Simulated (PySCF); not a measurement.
# CH4AlFO (SMILES C[O][AlH][F]), step by step

Aim: a saddle-point search (HF/pc-1), then vibrational wavenumbers, then a reaction path (HF/pc-1), then a single-point energy (HF/pc-1), then a single-point energy (MP2/MINAO), then the energy of CH4AlFO. Input form: a Python script.

The calculation is run with PySCF 2.14.0.

### 1 The system as given

CH4AlFO: 8 atoms, total charge 0, spin state singlet. SMILES: `C[O][AlH][F]`. The run starts from this shape.

Bond lengths: C1–O2 1.399 Å, O2–Al3 1.670 Å, Al3–F4 1.649 Å, C1–H5 1.094 Å, C1–H6 1.096 Å, Al3–H8 1.562 Å. Angles: C1–O2–Al3 138.4°, O2–Al3–F4 119.9°, O2–C1–H5 109.9°, O2–C1–H6 112.4°, O2–Al3–H8 120.2°, F4–Al3–H8 119.9°, H5–C1–H6 108.3°. A long bond or contact: C1–H7 1.313 Å.

### 2 A saddle-point search at HF/pc-1 (density fitting with def2-universal-jkfit) (run 1)

File run.py:

```python
from pyscf import gto, scf
from pyscf.geomopt.geometric_solver import kernel as optimise

system = gto.M(
    atom=[
    ('C', (0.299200, 1.250100, -0.037400)),
    ('O', (0.135200, 0.005600, 0.579400)),
    ('Al', (-0.314700, -1.547000, 0.158600)),
    ('F', (-0.714900, -1.892400, -1.403300)),
    ('H', (1.331100, 1.593600, 0.084600)),
    ('H', (0.072400, 1.218300, -1.108800)),
    ('H', (-0.541786, 1.066572, 0.954391)),
    ('H', (-0.356500, -2.673300, 1.240500)),
],
    verbose=3,
    max_memory=1860,
    basis='pc-1',
)

calc0 = scf.RHF(system)
calc0 = calc0.density_fit(auxbasis='def2-universal-jkfit')
converged, mol_eq = optimise(calc0, maxsteps=60, transition=True, hessian=True)
print('converged:', converged)
print(mol_eq.tostring())

calc0.reset(mol_eq)
system = mol_eq
calc0.kernel()
energy = calc0.e_tot
print('E = %.10f Eh' % energy)
```

Run with:

```console
$ OMP_NUM_THREADS=1 python run.py
```

Output:

```text
converged SCF energy = -456.311802349268

maxiter                   60
transition                True
----------------------------------------------------------
 Transition state optimization requested.
Custom engine selected.
Requested bond order-based connectivity but it is not available in the current engine
Bonds will be generated from interatomic distances less than 1.20 times sum of covalent radii
Creating artificial bond to isolated atom: 7-1
24 internal coordinates being used (instead of 24 Cartesians)
Internal coordinate system (atoms numbered from 1):
Distance 1-2
Distance 1-5
Distance 1-6
Distance 1-7
Distance 2-3
Distance 3-4
Distance 3-8
Angle 2-1-5
Angle 2-1-6
Angle 2-1-7
Angle 5-1-7
Angle 6-1-7
Angle 1-2-3
Angle 2-3-8
Angle 4-3-8
Out-of-Plane 1-5-6-7
Out-of-Plane 3-2-4-8
Dihedral 5-1-2-3
Dihedral 6-1-2-3
Dihedral 7-1-2-3
Dihedral 1-2-3-4
Dihedral 1-2-3-8
Translation-X 1-8
Translation-Y 1-8
Translation-Z 1-8
Rotation-A 1-8
Rotation-B 1-8
Rotation-C 1-8
[... 24 lines left out ...]
converged SCF energy = -456.311802349279
[... 20 lines left out ...]
Zero-point vibrational energy:                                   30.0405 kcal/mol
[... 42 lines left out ...]
converged SCF energy = -456.309134276149
[... 87 lines left out ...]
converged SCF energy = -456.30497538901
[... 87 lines left out ...]
converged SCF energy = -456.30970739219
[... 87 lines left out ...]
converged SCF energy = -456.309877165794
[... 89 lines left out ...]
converged SCF energy = -456.309926730054
[... 87 lines left out ...]
converged SCF energy = -456.309937290065
[... 78 lines left out ...]
Converged! =D
[... 1 line left out ...]
converged: True
C           0.23594878        1.57307744        0.03578596
O           0.01103714       -0.13834235        0.77416073
Al         -0.29947986       -1.66125613        0.12613323
[... 4 lines of this table left out ...]
H          -0.45716716       -2.94739099        0.97987144
converged SCF energy = -456.309937505992
E = -456.3099375060 Eh
```

Run time: 2.2 min. Hardware: 1 thread of Intel Xeon at 2.50GHz (Skylake/Cascade Lake), shared host; peak memory 0.58 GiB.

The path in brief:

```tsv
step	energy from the first frame kept (eV)	largest force (eV/Å)
0	0.0000	6.6152
2	0.0726	5.3015
4	0.1845	3.4262
6	0.1858	1.5522
8	0.0748	0.4525
10	0.0570	0.2477
12	0.0526	0.0521
14	0.0524	0.1866
16	0.0513	0.0408
18	0.0510	0.0117
20	0.0509	0.0034
22	0.0508	0.0027
24	0.0507	0.0013
25	0.0507	0.0009
```

After the run. Bond lengths: O2–Al3 1.684 Å, Al3–F4 1.656 Å, C1–H5 1.081 Å, C1–H6 1.082 Å, O2–H7 1.118 Å, Al3–H8 1.552 Å. Angles: O2–Al3–F4 117.0°, O2–Al3–H8 123.8°, F4–Al3–H8 119.1°, Al3–O2–H7 152.6°, H5–C1–H6 111.5°.

### 3 The harmonic vibrations at HF/pc-1 (density fitting with def2-universal-jkfit) (run 2)

File job.py:

```python
# C[O][AlH][F]
import numpy
from pyscf import gto, scf, symm
from pyscf.hessian import thermo

mol = gto.Mole()
mol.atom = [
    ('C', (0.397468, 2.351212, 0.185005)),
    ('O', (0.172556, 0.639793, 0.923380)),
    ('Al', (-0.137961, -0.883121, 0.275352)),
    ('F', (-0.255004, -0.989983, -1.373329)),
    ('H', (1.477062, 2.388994, 0.141160)),
    ('H', (-0.035804, 2.220374, -0.797780)),
    ('H', (-0.121352, 1.687133, 1.180495)),
    ('H', (-0.295648, -2.169256, 1.129090)),
]
mol.basis = 'pc-1'
mol.verbose = 3
mol.spin = 0
mol.max_memory = 1860
mol.charge = 0
mol.build()

mf = scf.RHF(mol)
mf = mf.density_fit(auxbasis='def2-universal-jkfit')
mf.kernel()

energy = mf.e_tot
print(f'total energy: {energy:.8f} hartree')
hess = mf.Hessian().kernel()
modes = thermo.harmonic_analysis(mol, hess)
print('frequencies (1/cm)', numpy.round(modes['freq_wavenumber'], 1))
symm.geom.TOLERANCE = 1e-3  # for the symmetry number
th = thermo.thermo(mf, modes['freq_au'], 500, 101325)
thermo.dump_thermo(mol, th)
```

Run with:

```console
$ OMP_NUM_THREADS=1 python job.py
```

Output:

```text
converged SCF energy = -456.309937505977
total energy: -456.30993751 hartree
frequencies (1/cm) [   0. +1654.6j   45.4   +0.j    80.5   +0.j   120.2   +0.j
  308.1   +0.j   412.5   +0.j   536.7   +0.j   725.    +0.j
  813.7   +0.j   918.1   +0.j   946.9   +0.j  1143.1   +0.j
 1276.5   +0.j  1520.    +0.j  2144.4   +0.j  2313.2   +0.j
 3294.4   +0.j  3402.8   +0.j ]
temperature 500.0000 [K]
pressure 101325.00 [Pa]
Rotational constants [GHz] 11.23263 3.38924 2.64318
Symmetry number 1
Zero-point energy (ZPE) 0.04557 [Eh]   119636.534 [J/mol]
                           tot       elec      trans        rot        vib
Entropy [J/mol/K]       386.703      0.000    173.832    113.439     99.432
Cv [J/mol/K]            102.356      0.000     12.472     12.472     77.412
Cp [J/mol/K]            110.670      0.000     20.786     12.472     77.412
Internal energy [J/mol]                      6235.845   6235.845 142350.355
Internal energy [Eh]   -456.25097  -456.30994
Enthalpy [J/mol]                            10393.075   6235.845 142350.355
Enthalpy [Eh]          -456.24939
Gibbs free energy [J/mol]                  -76522.688 -50483.900  92634.514
Gibbs free energy [Eh] -456.32303
```

Run time: 55 s. Hardware: 1 thread of Intel Xeon at 2.50GHz (Skylake/Cascade Lake), shared host; peak memory 0.56 GiB.

### 4 A reaction path at HF/pc-1 (density fitting with def2-universal-jkfit, path step 0.1 bohr*amu^0.5) (run 3)

File job.py:

```python
# C[O][AlH][F]
import numpy
from pyscf import gto
from pyscf.hessian import thermo

mol = gto.M(
    atom=[
    ('C', (0.235949, 1.573077, 0.035786)),
    ('O', (0.011037, -0.138342, 0.774161)),
    ('Al', (-0.299480, -1.661256, 0.126133)),
    ('F', (-0.416523, -1.768118, -1.522548)),
    ('H', (1.315543, 1.610859, -0.008059)),
    ('H', (-0.197323, 1.442239, -0.946999)),
    ('H', (-0.282871, 0.908998, 1.031276)),
    ('H', (-0.457167, -2.947391, 0.979871)),
],
    max_memory=1860,
    basis='pc-1',
    verbose=3,
    charge=0,
    spin=0,
)

mf = mol.RHF()
mf = mf.density_fit(auxbasis='def2-universal-jkfit')
mf.kernel()
modes = thermo.harmonic_analysis(mol, mf.Hessian().kernel())
print('lowest modes (1/cm)', numpy.round(modes['freq_wavenumber'][:3], 1))
w = numpy.sqrt(mol.atom_mass_list(isotope_avg=True))[:, None]
mode = modes['norm_mode'][0] * w
mode /= numpy.linalg.norm(mode)
scanner = mf.nuc_grad_method().as_scanner()
x_ts, e_ts, ds = mol.atom_coords() * w, mf.e_tot, 0.1  # mass-weighted, bohr amu^1/2
path = []
for sign in (1, -1):
    x, e_old = x_ts + sign * ds * mode, e_ts
    for k in range(1, 13):
        e, g = scanner(mol.set_geom_(x / w, unit='bohr', inplace=False))
        if e > e_old:
            break
        path.append((sign * k * ds, e, x / w, g))
        d1 = -g / w / numpy.linalg.norm(g / w)
        g2 = scanner(mol.set_geom_((x + 0.5 * ds * d1) / w, unit='bohr', inplace=False))[1] / w  # midpoint rule
        x, e_old = x - ds * g2 / numpy.linalg.norm(g2), e
path.sort(key=lambda p: p[0])
print('s (bohr amu^1/2)   E - E(TS) (kcal/mol)')
for s, e, x, g in path:
    print('%7.2f %10.3f' % (s, (e - e_ts) * 627.5095))
for s, e, x, g in (path[0], path[-1]):
    print('end at s = %.2f' % s)
    print(mol.set_geom_(x, unit='bohr', inplace=False).tostring())
```

Run with:

```console
$ OMP_NUM_THREADS=1 python job.py
```

Output:

```text
converged SCF energy = -456.309937505982
lowest modes (1/cm) [ 0. +1654.6j 45.4   +0.j  80.5   +0.j ]

WARN: Mole.unit (angstrom) is changed to bohr

converged SCF energy = -456.310392084092
--------------- DFRHF_Scanner gradients ---------------
         x                y                z
0 C    -0.0014559329    -0.0103658757     0.0044379884
1 O     0.0014191663     0.0013825887    -0.0021527788
2 Al     0.0004674967     0.0004289942     0.0002870317
[... 4 lines of this table left out ...]
7 H    -0.0001398487    -0.0001272186    -0.0000499360
----------------------------------------------

WARN: Mole.unit (angstrom) is changed to bohr

[... 12 lines left out ...]
converged SCF energy = -456.311512393802
[... 47 lines left out ...]
converged SCF energy = -456.314532423217
[... 47 lines left out ...]
converged SCF energy = -456.317618459049
[... 47 lines left out ...]
converged SCF energy = -456.320043615183
[... 47 lines left out ...]
converged SCF energy = -456.322179289959
[... 47 lines left out ...]
converged SCF energy = -456.324768142193
[... 47 lines left out ...]
converged SCF energy = -456.312330706834
[... 47 lines left out ...]
converged SCF energy = -456.319872762434
[... 47 lines left out ...]
converged SCF energy = -456.331439611992
[... 47 lines left out ...]
converged SCF energy = -456.345103369761
[... 47 lines left out ...]
converged SCF energy = -456.359352412984
[... 47 lines left out ...]
converged SCF energy = -456.373258395516
[... 9 lines left out ...]
WARN: Mole.unit (angstrom) is changed to bohr

converged SCF energy = -456.376610933928
--------------- DFRHF_Scanner gradients ---------------
         x                y                z
0 C     0.0095630880     0.0948586999    -0.0333876772
1 O    -0.0192866822    -0.0258799530     0.0366779664
2 Al    -0.0038785441    -0.0059198404    -0.0011803284
[... 4 lines of this table left out ...]
7 H     0.0007371294     0.0000223465     0.0001524559
----------------------------------------------
s (bohr amu^1/2)   E - E(TS) (kcal/mol)
  -1.20    -39.734
  -1.10    -35.424
  -1.00    -31.008
[... 20 lines of this table left out ...]
   1.20     -9.306
end at s = -1.20

WARN: Mole.unit (angstrom) is changed to bohr

C           0.23079696        1.51556722        0.05522112
O           0.02059639       -0.13895424        0.75924829
Al         -0.29838793       -1.66010315        0.12672155
[... 4 lines of this table left out ...]
H          -0.46466973       -2.95335979        0.97756989
end at s = 1.20

WARN: Mole.unit (angstrom) is changed to bohr

C           0.24724442        1.64725366        0.00282998
O           0.00603771       -0.15275271        0.78239941
Al         -0.30208617       -1.66823644        0.12477166
[... 4 lines of this table left out ...]
H          -0.44908629       -2.94958522        0.98238441
```

It took 3.1 min on 1 thread of Intel Xeon at 2.50GHz (Skylake/Cascade Lake), shared host; peak memory 0.56 GiB.

The path in brief:

```tsv
step	energy from the first frame kept (eV)	largest force (eV/Å)
0	0.0000	5.1290
1	0.1869	4.9748
2	0.3784	4.7830
3	0.5724	4.5523
4	0.7661	4.2796
5	0.9562	3.9586
6	1.1379	3.5792
7	1.3057	3.1292
8	1.4527	2.5991
9	1.5720	1.9897
10	1.6579	1.3191
11	1.7077	0.6300
12	1.7107	0.5846
13	1.6802	0.9985
14	1.6407	1.2354
15	1.5980	1.3411
16	1.5551	1.3607
17	1.5140	1.3216
18	1.4800	1.2346
19	1.4480	1.3070
20	1.4047	1.1105
21	1.3899	1.7186
22	1.3337	1.0088
23	1.3195	1.3809
```

### 5 The energy at HF/pc-1 (density fitting with def2-universal-jkfit) (run 4)

File run.py:

```python
from pyscf import gto, scf

mol = gto.M(
    atom=[
    ('C', (0.299200, 1.250100, -0.037400)),
    ('O', (0.135200, 0.005600, 0.579400)),
    ('Al', (-0.314700, -1.547000, 0.158600)),
    ('F', (-0.714900, -1.892400, -1.403300)),
    ('H', (1.331100, 1.593600, 0.084600)),
    ('H', (0.072400, 1.218300, -1.108800)),
    ('H', (-0.359600, 1.988000, 0.430700)),
    ('H', (-0.356500, -2.673300, 1.240500)),
],
    basis='pc-1',
    max_memory=1860,
    charge=0,
    verbose=3,
    spin=0,
)

mf = scf.RHF(mol)
mf = mf.density_fit(auxbasis='def2-universal-jkfit')
mf.kernel()

e_tot = mf.e_tot
print(f'total energy: {e_tot:.8f} hartree')
```

Run with:

```console
$ OMP_NUM_THREADS=1 python run.py
```

Output:

```text
converged SCF energy = -456.465147664767
total energy: -456.46514766 hartree
```

It took 3.3 s on 1 thread of Intel Xeon at 2.50GHz (Skylake/Cascade Lake), shared host; peak memory 0.12 GiB.

### 6 The energy at MP2/MINAO (density fitting with def2-universal-jkfit) (run 5)

File job.py:

```python
from pyscf import gto, scf, mp

mol = gto.Mole()
mol.atom = [
    ('C', (0.235949, 1.573077, 0.035786)),
    ('O', (0.011037, -0.138342, 0.774161)),
    ('Al', (-0.299480, -1.661256, 0.126133)),
    ('F', (-0.416523, -1.768118, -1.522548)),
    ('H', (1.315543, 1.610859, -0.008059)),
    ('H', (-0.197323, 1.442239, -0.946999)),
    ('H', (-0.282871, 0.908998, 1.031276)),
    ('H', (-0.457167, -2.947391, 0.979871)),
]
mol.max_memory = 1860
mol.verbose = 3
mol.basis = 'minao'
mol.charge = 0
mol.build()

mf = scf.RHF(mol)
mf = mf.density_fit(auxbasis='def2-universal-jkfit')
mf.kernel()

pt = mp.MP2(mf, frozen=8).run()
energy = pt.e_tot
print('E = %.10f Eh' % energy)
mf.analyze()
```

Run with:

```console
$ OMP_NUM_THREADS=1 python job.py
```

Output:

```text
converged SCF energy = -456.089471395629
E(DFRMP2) = -456.232433522338  E_corr = -0.14296212670855
E(SCS-DFRMP2) = -456.235238254018  E_corr = -0.145766858389074
E = -456.2324335223 Eh
**** MO energy ****
MO #1   energy= -58.6750128861089  occ= 2
MO #2   energy= -26.0342239367265  occ= 2
MO #3   energy= -20.4372586517833  occ= 2
MO #4   energy= -11.3649132478217  occ= 2
MO #5   energy= -5.07275179836459  occ= 2
MO #6   energy= -3.38737624753786  occ= 2
MO #7   energy= -3.38729731975654  occ= 2
MO #8   energy= -3.38716277106261  occ= 2
MO #9   energy= -1.49384316353952  occ= 2
MO #10  energy= -1.32059260809998  occ= 2
MO #11  energy= -0.940954489781925 occ= 2
MO #12  energy= -0.721752301726311 occ= 2
MO #13  energy= -0.624471240116087 occ= 2
MO #14  energy= -0.61762312355502  occ= 2
MO #15  energy= -0.580946053267462 occ= 2
MO #16  energy= -0.570510008614338 occ= 2
MO #17  energy= -0.53155651369156  occ= 2
MO #18  energy= -0.515415137392982 occ= 2
MO #19  energy= -0.495618276086856 occ= 2
MO #20  energy= -0.407450208380542 occ= 2
MO #21  energy= 0.0545982004008688 occ= 0
MO #22  energy= 0.0918607473621846 occ= 0
MO #23  energy= 0.188821388575486  occ= 0
MO #24  energy= 0.266883116111598  occ= 0
MO #25  energy= 0.342274719958081  occ= 0
MO #26  energy= 0.470934862641427  occ= 0
MO #27  energy= 0.524985290882973  occ= 0
MO #28  energy= 0.562849958995809  occ= 0
 ** Mulliken atomic charges  **
charge of    0C =     -0.36889
charge of    1O =     -0.60927
charge of    2Al =      1.13400
charge of    3F =     -0.50263
charge of    4H =      0.11508
charge of    5H =      0.11241
charge of    6H =      0.33072
charge of    7H =     -0.21142
Dipole moment(X, Y, Z, Debye):  0.06968, -0.45410,  0.52877
```

It took 2.5 s on 1 thread of Intel Xeon at 2.50GHz (Skylake/Cascade Lake), shared host; peak memory 0.12 GiB.

### 7 The energy at MP2/MINAO (density fitting with def2-universal-jkfit) (run 6)

File calc.py:

```python
# C[O][AlH][F]
from pyscf import gto, scf, mp

mol = gto.M(
    atom=[
    ('C', (0.299200, 1.250100, -0.037400)),
    ('O', (0.135200, 0.005600, 0.579400)),
    ('Al', (-0.314700, -1.547000, 0.158600)),
    ('F', (-0.714900, -1.892400, -1.403300)),
    ('H', (1.331100, 1.593600, 0.084600)),
    ('H', (0.072400, 1.218300, -1.108800)),
    ('H', (-0.359600, 1.988000, 0.430700)),
    ('H', (-0.356500, -2.673300, 1.240500)),
],
    charge=0,
    spin=0,
    max_memory=1860,
    basis='minao',
    verbose=3,
)

mf = scf.RHF(mol)
mf = mf.density_fit(auxbasis='def2-universal-jkfit')
mf.kernel()

pt = mp.MP2(mf, frozen=8).run()
e_final = pt.e_tot
print('E = %.10f Eh' % e_final)
dip = mf.dip_moment()
pop, q = mf.mulliken_pop()
```

Run with:

```console
$ OMP_NUM_THREADS=1 python calc.py
```

Output:

```text
converged SCF energy = -456.233778697497
E(DFRMP2) = -456.356722211367  E_corr = -0.122943513870832
E(SCS-DFRMP2) = -456.362037619253  E_corr = -0.128258921755974
E = -456.3567222114 Eh
Dipole moment(X, Y, Z, Debye):  0.20133,  0.76621,  0.12456
 ** Mulliken pop  **
pop of  0 C 1s            2.00008
pop of  0 C 2s            1.28258
pop of  0 C 2px           1.17387
pop of  0 C 2py           0.94013
pop of  0 C 2pz           1.09685
pop of  1 O 1s            2.00017
pop of  1 O 2s            1.77210
pop of  1 O 2px           1.83664
pop of  1 O 2py           1.31314
pop of  1 O 2pz           1.79790
pop of  2 Al 1s           2.00000
pop of  2 Al 2s           1.99974
pop of  2 Al 3s           0.61347
pop of  2 Al 2px          1.99988
pop of  2 Al 2py          1.99929
pop of  2 Al 2pz          1.99949
pop of  2 Al 3px          0.21134
pop of  2 Al 3py          0.33429
pop of  2 Al 3pz          0.27895
pop of  3 F 1s            2.00009
pop of  3 F 2s            1.95054
pop of  3 F 2px           1.90295
pop of  3 F 2py           1.92811
pop of  3 F 2pz           1.85987
pop of  4 H 1s            0.79229
pop of  5 H 1s            0.81840
pop of  6 H 1s            0.79233
pop of  7 H 1s            1.30551
 ** Mulliken atomic charges  **
charge of    0C =     -0.49351
charge of    1O =     -0.71994
charge of    2Al =      1.56355
charge of    3F =     -0.64156
charge of    4H =      0.20771
charge of    5H =      0.18160
charge of    6H =      0.20767
charge of    7H =     -0.30551
```

It took 2.7 s on 1 thread of Intel Xeon at 2.50GHz (Skylake/Cascade Lake), shared host; peak memory 0.11 GiB.

### 8 Results

```
                                                     quantity                   value
                      run 1, HF/pc-1: total energy at the end           -456.30994 Eh
                                run 1, HF/pc-1: dipole moment                  0.52 D
                                  run 1, HF/pc-1: HOMO energy               -10.43 eV
                                  run 1, HF/pc-1: LUMO energy                 2.01 eV
                                run 1, HF/pc-1: HOMO–LUMO gap                12.44 eV
                   run 2, HF/pc-1: lowest harmonic wavenumber  1655i cm⁻¹ (imaginary)
                  run 2, HF/pc-1: highest harmonic wavenumber               3403 cm⁻¹
                   run 3, HF/pc-1: energy at the saddle point           -456.30994 Eh
                                 run 4, HF/pc-1: total energy           -456.46515 Eh
                                run 4, HF/pc-1: dipole moment                  1.22 D
                                  run 4, HF/pc-1: HOMO energy               -12.39 eV
                                  run 4, HF/pc-1: LUMO energy                 2.14 eV
                                run 4, HF/pc-1: HOMO–LUMO gap                14.53 eV
                               run 5, MP2/MINAO: total energy           -456.23243 Eh
       run 5, MP2/MINAO: dipole moment (Hartree–Fock density)                  0.70 D
        run 5, MP2/MINAO: HOMO energy (Hartree–Fock orbitals)               -11.09 eV
        run 5, MP2/MINAO: LUMO energy (Hartree–Fock orbitals)                 1.49 eV
      run 5, MP2/MINAO: HOMO–LUMO gap (Hartree–Fock orbitals)                12.57 eV
run 5, MP2/MINAO: correlation energy (8 core orbitals frozen)              -143.0 mEh
                               run 6, MP2/MINAO: total energy           -456.35672 Eh
       run 6, MP2/MINAO: dipole moment (Hartree–Fock density)                  0.80 D
        run 6, MP2/MINAO: HOMO energy (Hartree–Fock orbitals)               -12.72 eV
        run 6, MP2/MINAO: LUMO energy (Hartree–Fock orbitals)                 1.73 eV
      run 6, MP2/MINAO: HOMO–LUMO gap (Hartree–Fock orbitals)                14.45 eV
run 6, MP2/MINAO: correlation energy (8 core orbitals frozen)              -122.9 mEh
```

In words: 1 mode is imaginary (lowest 1655i cm⁻¹): a first-order saddle point. Mulliken charges (run 2, HF/pc-1) run from -0.92 on O2 to +1.48 on Al3; they depend strongly on the basis. Mulliken charges (run 4, HF/pc-1) run from -0.93 on O2 to +1.47 on Al3.
